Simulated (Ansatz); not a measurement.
**FH₄NSSi: one species, many methods**

An exercise on one series of results from a longer session: the logs are not shown, and one member is left open.

Computed with Ansatz 0.2.0, Gaussian basis. Level: functionals in def2-TZVPP, the program's frozen cores in correlated methods.

Plan: LDA (SPW92), PBE-D4, revPBE-D4, BLYP-D4, r2SCAN-D4, B97M-V, PBE0-D4, B3LYP-D4, r2SCANh-D4, r2SCAN0-D4, HSE06-D4, BHLYP-D4, CAM-B3LYP-D4, LC-ωPBE, ωB97X-V, ωB97M-V, B2PLYP, PBE-QIDH; CCSD(T)/def2-SVP; CCSD(T)/def2-TZVPP; MP2/def2-QZVPP; extrapolation to the limit; RPA on PBE.

## Structure used throughout

An earlier PBE0-D4 in a triple-zeta def2 set relaxation fixed the geometry.

SMILES `N[SiH](F)S`, 8 atoms, charge 0, spin multiplicity 1.

Atoms are counted from 1 here; the program's logs count them from 0.

Bond lengths: N1–Si2 1.688 Å, N1–H5 1.006 Å, N1–H6 1.006 Å, Si2–F3 1.602 Å, Si2–S4 2.122 Å, Si2–H7 1.477 Å, S4–H8 1.344 Å. Angles: Si2–N1–H5 122.0°, Si2–N1–H6 122.7°, H5–N1–H6 112.8°, N1–Si2–F3 115.9°, N1–Si2–S4 106.2°, N1–Si2–H7 108.1°, F3–Si2–S4 106.4°, F3–Si2–H7 105.1°, S4–Si2–H7 115.5°, Si2–S4–H8 93.8°.

The first run:

Contents of in.yaml:

```yaml
crystal:
  periodic: [false, false, false]
  atoms:
    - {symbol: N, position_ang: [-0.902111, 0.955918, 0.412186]}
    - {symbol: Si, position_ang: [0.375505, -0.130009, 0.216298]}
    - {symbol: F, position_ang: [1.704272, 0.467288, -0.448992]}
    - {symbol: S, position_ang: [-0.326787, -1.638034, -1.101140]}
    - {symbol: H, position_ang: [-0.992831, 1.530770, 1.232746]}
    - {symbol: H, position_ang: [-1.456570, 1.286806, -0.359432]}
    - {symbol: H, position_ang: [0.790455, -0.596246, 1.554503]}
    - {symbol: H, position_ang: [0.900267, -1.933492, -1.561969]}
basis:
  gaussian: {orbitals: def2-TZVPP}
hamiltonian: {xc: lda}
output: {orbitals: {seedname: orbitals}}
```

Among the steps run: LDA; PBE-D4 (GGA); revPBE-D4 (GGA); BLYP-D4 (GGA); r2SCAN-D4 (meta-GGA); B97M-V (meta-GGA); PBE0-D4 (hybrid); B3LYP-D4 (hybrid); r2SCANh-D4 (hybrid); r2SCAN0-D4 (hybrid); HSE06-D4 (hybrid); BHLYP-D4 (hybrid); CAM-B3LYP-D4 (range-separated); LC-ωPBE (range-separated); ωB97X-V (range-separated); ωB97M-V (range-separated); B2PLYP (double hybrid); PBE-QIDH (double hybrid).

One of the session's tables, all rows but one given; the rest of the session is left out.

It belongs to the step «Orbital energies across the functionals». 

| functional | HOMO (eV) | LUMO (eV) | gap (eV) |
| --- | --- | --- | --- |
| LDA (SPW92) | -6.53 | -0.67 | 5.86 |
| PBE-D4 | -6.41 | -0.52 | 5.89 |
| revPBE-D4 | -6.36 | -0.45 | 5.91 |
| BLYP-D4 | -6.24 | -0.46 | 5.78 |
| r2SCAN-D4 | -6.71 | -0.14 | 6.58 |
| B97M-V | -6.81 | -0.32 | 6.49 |
| PBE0-D4 | -7.67 | 0.40 | 8.07 |
| B3LYP-D4 | -7.41 | 0.11 | 7.52 |
| r2SCANh-D4 | -7.17 | 0.19 | 7.37 |
| r2SCAN0-D4 | -7.87 | 0.67 | 8.54 |
| HSE06-D4 | -7.27 | 0.02 | 7.29 |
| BHLYP-D4 | -8.77 | 1.20 | 9.97 |
| CAM-B3LYP-D4 | -9.00 | 1.35 | 10.35 |
| LC-ωPBE | -10.44 | 2.63 | 13.07 |
| ωB97X-V | ? | ? | ? |
| ωB97M-V | -9.88 | 2.07 | 11.95 |

Estimate the missing values for ωB97X-V.

The run gave: HOMO (eV): -10.06; LUMO (eV): 2.44; gap (eV): 12.50. In the column «HOMO (eV)» it lies between LC-ωPBE (-10.44) and ωB97M-V (-9.88).
